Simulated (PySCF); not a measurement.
# C2H7BrSi: electronic excitations and core binding energies

Aim: predict the electronic excitations and core binding energies of C2H7BrSi (`C[SiH](C)Br`).

The runs use PySCF 2.14.0, with density-fitted response routines of our own; the level of theory stands in each step. All values are computed, except where a source is named. Atoms count from 0, in the outputs and in this text.

### 1 The starting structure

11 atoms, charge 0, multiplicity 1; geometry from: GFN2-xTB.

Bonds of the start (Å): C0–Si1 1.89, Si1–C2 1.89, Si1–Br3 2.24, C0–H4 1.09, C0–H5 1.09, C0–H6 1.09, Si1–H7 1.46, C2–H8 1.09, C2–H9 1.09, C2–H10 1.09.

### 2 TDDFT and polarisability: PBE0/def2-SVPD

What the job is given:

```
{"job": {"kind": "uv", "xc": "PBE0", "basis": "def2-SVPD", "nstates": 8, "ntriplets": 3}, "charge": 0, "multiplicity": 1}
C     -1.460622    -0.682686    -0.046998
Si    -0.139715     0.669964    -0.118737
C      1.611493    -0.044874    -0.073611
Br    -0.383998     1.924516     1.720106
H     -1.400504    -1.332894    -0.914921
H     -1.345866    -1.301533     0.840257
H     -2.460037    -0.256449    -0.020666
H     -0.343604     1.607100    -1.219617
H      1.766655    -0.657923     0.811454
H      2.359602     0.743350    -0.059228
H      1.802021    -0.665899    -0.944004
```

Method: TDDFT PBE0/def2-SVPD, vertical, gas phase, core orbitals frozen in the response.

The run is started by

```bash
> OMP_NUM_THREADS=1 python probes_run.py task.json out
```

One launch serves the whole session: the jobs run in the order shown.

Standard output:

```text
coarse grid: 41408 points
cycle   1  E = -2943.1289700798  dE = -1.010e+00  |g| = 4.006e-01  |ddm| = 4.069e+00
cycle   2  E = -2943.1247635796  dE =  4.207e-03  |g| = 4.117e-01  |ddm| = 9.706e-01
cycle   3  E = -2943.1707576284  dE = -4.599e-02  |g| = 3.080e-02  |ddm| = 4.969e-01
cycle   4  E = -2943.1709825863  dE = -2.250e-04  |g| = 6.949e-03  |ddm| = 6.175e-02
cycle   5  E = -2943.1709958683  dE = -1.328e-05  |g| = 4.131e-03  |ddm| = 1.850e-02
cycle   6  E = -2943.1709993413  dE = -3.473e-06  |g| = 4.929e-04  |ddm| = 6.900e-03
final grid: 85024 points
cycle   7  E = -2943.1709346601  dE = -6.029e-08  |g| = 5.569e-04  |ddm| = 5.812e-03
cycle   8  E = -2943.1709346233  dE =  3.686e-08  |g| = 6.695e-04  |ddm| = 2.234e-03
cycle   9  E = -2943.1709347536  dE = -1.303e-07  |g| = 3.412e-05  |ddm| = 1.170e-03
cycle  10  E = -2943.1709347539  dE = -3.429e-10  |g| = 4.788e-06  |ddm| = 6.300e-05
converged SCF energy = -2943.1709347539

Static polarisability (au): isotropic 73.221, principal 64.086 73.337 82.240

Singlet excitations
state   eV       nm        f      main configurations
  1   6.9315    178.9   0.01157   H->L 0.92
  2   6.9379    178.7   0.01852   H-1->L 0.91
  3   7.5357    164.5   0.08133   H->L+1 0.92
  4   7.5796    163.6   0.03867   H-1->L+1 0.88
  5   7.8727    157.5   0.01546   H-1->L+2 0.96
  6   7.9467    156.0   0.01856   H->L+2 0.91
  7   8.1714    151.7   0.00582   H->L+3 0.91
  8   8.2156    150.9   0.02019   H-1->L+3 0.90

Triplet excitations (Tamm-Dancoff, eV): 6.5263 6.5487 7.3912
```

Wall time 18 s (1 thread of Arm Neoverse V2, shared host); peak memory 0.65 GiB.

Frontier orbitals and where they lie:

| orbital | eV | atoms |
| --- | --- | --- |
| HOMO−3 | -9.70 | Br3 54 %, Si1 17 %, C2 9 % |
| HOMO−2 | -9.55 | C0 23 %, C2 23 %, Si1 20 % |
| HOMO−1 | -8.07 | Br3 78 %, Si1 10 %, H7 6 % |
| HOMO | -8.05 | Br3 75 %, Si1 8 %, C2 7 % |
| LUMO | 0.26 | Br3 34 %, Si1 30 %, H7 10 % |
| LUMO+1 | 0.54 | Si1 22 %, Br3 22 %, C0 12 % |
| LUMO+2 | 0.95 | Br3 18 %, Si1 18 %, H7 12 % |

With each of the 8 states as a Gaussian band of 0.4 eV half-width at 1/e, the curve within the window shown has maxima at 164 nm (ε 5,700) L/(mol cm). Beyond the last state computed it falls off for lack of states. The curve at chosen wavelengths:

```tsv
nm	ε (L/mol/cm)
146	740
148	1202
150	1748
152	2347
154	2999
156	3713
158	4459
160	5136
162	5590
164	5691
166	5401
168	4803
170	4054
172	3316
174	2693
176	2216
178	1858
180	1574
182	1322
184	1084
186	855
188	646
190	466
192	320
194	210
196	132
```

Further results of this job:

| property | computed |
| --- | --- |
| dipole moment (D) | 2.39 |
| polarisability (Å³) | 10.85 |
| HOMO–LUMO gap (eV) | 8.31 |
| −ε(HOMO) (eV) | 8.05 |

### 3 X-ray photoelectron lines: SCAN, X2C

Same as in step 2 but for these lines:

```diff
@@ -1,2 +1,2 @@
-{"job": {"kind": "uv", "xc": "PBE0", "basis": "def2-SVPD", "nstates": 8, "ntriplets": 3}, "charge": 0, "multiplicity": 1}
+{"job": {"kind": "xps"}, "charge": 0, "multiplicity": 1}
 C     -1.460622    -0.682686    -0.046998
```

Level: delta-SCF UKS SCAN, pcX-2 on the ionised atom, pcseg-1 elsewhere, spin-free X2C.

Standard output:

```text
ground state, core basis on atom 0 (C), 139 functions
  cycle   1  E = -2969.06861822  |g| = 5.51e-01
  cycle   2  E = -2969.02045310  |g| = 6.80e-01
  cycle   3  E = -2969.14801709  |g| = 4.85e-02
  cycle   4  E = -2969.14865068  |g| = 2.07e-02
  cycle   5  E = -2969.14876773  |g| = 6.73e-03
  cycle   6  E = -2969.14878092  |g| = 2.45e-03
  cycle   7  E = -2969.14878272  |g| = 3.22e-04
  E(ground) = -2969.33092015 Eh
hole in C 1s of atom 0
  cycle   1  E = -2957.91230411  |g| = 1.50e+00
  cycle   2  E = -2957.33273667  |g| = 1.73e+00
  cycle   3  E = -2958.43242039  |g| = 3.21e-01
  cycle   4  E = -2958.46878803  |g| = 1.31e-01
  cycle   5  E = -2958.47905052  |g| = 3.97e-02
  cycle   6  E = -2958.47994408  |g| = 7.90e-03
  cycle   7  E = -2958.47997525  |g| = 4.92e-03
  cycle   8  E = -2958.47998795  |g| = 1.41e-03
  cycle   9  E = -2958.47999234  |g| = 6.18e-04
  cycle  10  E = -2958.47999048  |g| = 1.70e-04
  E(ion) = -2958.66076262 Eh   <S^2> = 0.7670   hole on atom = 1.000   binding energy = 290.350 eV
ground state, core basis on atom 1 (Si), 150 functions
  cycle   1  E = -2969.24723034  |g| = 2.88e-01
  cycle   2  E = -2969.24722647  |g| = 4.33e-02
  cycle   3  E = -2969.24707778  |g| = 4.08e-02
  cycle   4  E = -2969.24746410  |g| = 8.38e-03
  cycle   5  E = -2969.24748236  |g| = 4.82e-04
  E(ground) = -2969.38690644 Eh
hole in Si 1s of atom 1
  cycle   1  E = -2900.29694433  |g| = 4.35e+00
  cycle   2  E = -2900.06700368  |g| = 2.30e+00
  cycle   3  E = -2900.67035639  |g| = 9.91e-01
  cycle   4  E = -2901.28220794  |g| = 3.51e-01
  cycle   5  E = -2901.35832994  |g| = 6.89e-02
  cycle   6  E = -2901.36011538  |g| = 4.02e-02
  cycle   7  E = -2901.36113693  |g| = 1.02e-02
  cycle   8  E = -2901.36119218  |g| = 2.77e-03
  cycle   9  E = -2901.36119803  |g| = 5.66e-04
  cycle  10  E = -2901.36119848  |g| = 2.71e-04
  E(ion) = -2901.50616093 Eh   <S^2> = 0.7524   hole on atom = 1.000   binding energy = 1847.129 eV
hole in Si 2p of atom 1
  cycle   1  E = -2964.95638186  |g| = 1.24e+00
  cycle   2  E = -2964.54856963  |g| = 1.33e+00
  cycle   3  E = -2965.17853244  |g| = 3.94e-01
  cycle   4  E = -2965.28044788  |g| = 9.95e-02
  cycle   5  E = -2965.28638887  |g| = 3.11e-02
  cycle   6  E = -2965.28696557  |g| = 9.56e-03
  cycle   7  E = -2965.28701265  |g| = 3.19e-03
  cycle   8  E = -2965.28701696  |g| = 5.11e-04
  cycle   9  E = -2965.28701763  |g| = 2.00e-04
  E(ion) = -2965.43515473 Eh   <S^2> = 0.7523   hole on atom = 1.003   binding energy = 107.533 eV
  2p3/2 = 107.256 eV   2p1/2 = 107.884 eV
```

Wall time 16 s (1 thread of Arm Neoverse V2, shared host); peak memory 0.42 GiB.

The holes in one table. −ε is the ground-state orbital energy:

| hole | stands for | environment | ΔSCF (eV; 2p as the shell's mean) | −ε (eV) | ⟨S²⟩ |
| --- | --- | --- | --- | --- | --- |
| C1s on C0 | C0, C2 | methyl carbon bonded to Si | 290.35 | 273.4 | 0.767 |
| Si1s on Si1 | Si1 | silicon bonded to 2 C, Br, H | 1847.13 | 1794.0 | 0.752 |
| Si2p on Si1 | Si1 | silicon bonded to 2 C, Br, H | 107.47 | 96.8 | 0.752 |

Each hole run stands for the others of its class of like atoms.

With the spin-orbit splitting: Si1 2p3/2 107.26, 2p1/2 107.88 eV. The table gives each 2p level as the mean over the whole 2p shell (two parts 2p3/2, one part 2p1/2), which differs a little from the single hole in the log.

### 4 Summary of results

| quantity | value |
| --- | --- |
| lowest singlet (PBE0/def2-SVPD) | 6.93 eV (179 nm), f = 0.012 |
| brightest single state of those computed | state 3, 7.54 eV, f = 0.081 |
| lowest triplet | 6.53 eV |
| C1s binding energies, SCAN/pcX-2 | C0 290.35 eV |
| Si1s binding energies, SCAN/pcX-2 | Si1 1847.13 eV |
| Si2p binding energies, SCAN/pcX-2 | Si1 107.47 eV |

What this shows: The lowest singlet, at 6.93 eV, is HOMO→LUMO 0.92 and is weak; of the 8 states computed, the strongest absorption comes from state 3 at 7.54 eV. The lowest triplet lies 0.41 eV below the lowest singlet (triplets in Tamm-Dancoff, singlets in full TDDFT).
